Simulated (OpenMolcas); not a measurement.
**Ce³⁺ among point charges: CASSCF levels and susceptibility**

Aim: the splitting of the states of Ce³⁺ in the field of 8 point charges, its lowest levels with spin-orbit coupling and its magnetic susceptibility.

Method: state-averaged CASSCF, spin-orbit coupling by RASSI with atomic mean-field integrals. Code: OpenMolcas 26.06.

## 1. The system

| Property | Result |
| --- | --- |
| Species | Ce³⁺ (cerium, Z = 58, 55 electrons) |
| Basis | ANO-RCC-VTZP [8s7p5d3f2g1h], 104 functions |
| Scalar Hamiltonian | DKH2, point nucleus |
| Inactive shells | 1s 2s 2p 3s 3p 3d 4s 4p 4d 5s 5p |
| Active space | 1 electron in 7 orbitals (4f) |
| Some configurations of this space | 4f |
| Orbitals | optimised for the highest spin of each parity, averaged over all roots |

The outer shells:

4f
```
4f [↑ ][  ][  ][  ][  ][  ][  ]
```

The ion sits among 8 point charges of -0.75 e arranged as a square antiprism (D4d), 2.39 Å from the ion, with a polar angle of 60.2° against the regular 57.3°.

The work runs as a chain of OpenMolcas steps in one folder; each step below is one input file. Labels, J, g values, rates, χT and fits are worked out afterwards by a script from the matrices that RASSI stores.

## 2. One- and two-electron integrals

Input file a.inp:

```
&GATEWAY
Coord
1

Ce 0.0 0.0 0.0
Basis=ANO-RCC-VTZP
Group=NoSym
NoMove
AngMom=0.0 0.0 0.0
AMFI
XField
8 Angstrom 0
1.915418 0.793392 1.189034 -0.750000
-0.793392 1.915418 1.189034 -0.750000
-1.915418 -0.793392 1.189034 -0.750000
0.793392 -1.915418 1.189034 -0.750000
1.915418 -0.793392 -1.189034 -0.750000
0.793392 1.915418 -1.189034 -0.750000
-1.915418 0.793392 -1.189034 -0.750000
-0.793392 -1.915418 -1.189034 -0.750000
&SEWARD
```

Launch:

```bash
OMP_NUM_THREADS=1 MOLCAS_MEM=2252 MOLCAS_PROJECT=a pymolcas a.inp > a.log
```

## 3. Reference wave functions, doublets, 7 roots

Input file a.inp:

```
&RASSCF
FileOrb=start.orb
Symmetry=1
Spin=2
nActEl=1 0 0
Inactive=27
Ras2=7
CIRoot=7 7 1
SDav=7
CIMx=300
Iter=120 100
PrWF=0.3
OrbListing=Nothing
MaxOrb=0
>>> COPY $Project.JobIph JOB001
```

start.orb holds the contracted functions of the basis, ordered by shell, or the orbitals of the step before.

## 4. State interaction with spin-orbit coupling

Input file a.inp:

```
&RASSI
NrOfJobIphs=1 7
1 2 3 4 5 6 7
IphNames
JOB001
EJob
SpinOrbit
DIPRint=1.0
SOCoupling=1000.0
Subsets=2
Property=9
'ANGMOM' 1 'ANGMOM' 2 'ANGMOM' 3 'MLTPL  1' 1 'MLTPL  1' 2 'MLTPL  1' 3
'AMFI' 1 'AMFI' 2 'AMFI' 3
SOProperty=3
'ANGMOM' 1 'ANGMOM' 2 'ANGMOM' 3
```

Before running it: what results should come out? Wanted: spin-free ground state; first state of the same spin within the active space; lowest level; next level.

**Answer**, as computed:

| quantity | value |
| --- | --- |
| method | CASSCF |
| spin-free ground state | doublet, 1-fold in its orbital part |
| first state of the same spin within the active space | doublet at 115 cm⁻¹ |
| lowest level | 2-fold, g = 0.90, 2.54, 2.54 |
| next level | 406.8 cm⁻¹ |
| χT at 300 K | 0.71 cm³ K/mol |
| effective moment at 300 K | 2.39 μB |

In words: The spin-free ground state (doublet) comes to 100 % from free-ion F terms and keeps the highest spin of the shell. This is an electrostatic model: the charges have no orbitals.
